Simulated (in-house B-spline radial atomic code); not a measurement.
# Rb: ionisation energy by several methods

One table from this session's results is given with a row withheld; the runs are named, their logs left out.

The numbers are computed with in-house B-spline radial atomic code version 1 (scalar-relativistic (X2C), several functionals, spin-polarised; spherical all-electron atom at the radial basis limit), except any that are marked as measured or tabulated.

## The system

| Quantity | Value |
| --- | --- |
| element | rubidium (Z = 37) |
| charge | 0 |
| electrons | 37 |
| configuration | [Kr] 5s1 |
| nucleus | Fermi, rms radius 4.204 fm |

Outer shells as boxes (Hund's rule):

[Kr] 5s1
```
[Kr] core
5s [↑ ]
```

Where spins are not typed, each open shell is filled with up spins first.

The first run:

The run's settings:

```ini
Z = 37
electrons = 37.0
configuration = [Kr] 5s1
hamiltonian = x2c
method = lda,
spin_polarised = True
nucleus = fermi
rms_radius = 4.2036
mass_number = 85
atomic_mass = 84.91178973604
speed_of_light = 137.035999084
```

Among the steps run: exchange-only LDA; TPSSh; M06-2X; PBE; SCAN; B97-1; B3LYP.

One of the session's tables, all rows but one given; the rest of the session is left out.

```
           method  ΔSCF (eV)
exchange-only LDA      3.901
              PBE      4.289
             SCAN      4.108
            TPSSh      4.064
           M06-2X          ?
            B97-1      4.027
            B3LYP      4.339
```

Estimate the missing values for M06-2X.

The run gave: ΔSCF (eV): 4.135. In the column «ΔSCF (eV)» it lies between SCAN (4.108) and PBE (4.289).

Caveats from the session: Meta-GGA runs start from a PBE run whose iterations are not counted. Mean absolute error by rung (exchange-only levels left out): GGA 0.11 eV, meta-GGA 0.07 eV, global hybrid 0.12 eV. Relativistic terms that these runs lack can be as large as the gaps between close methods, so the nearest may be so by luck. Spin-orbit coupling is left out.
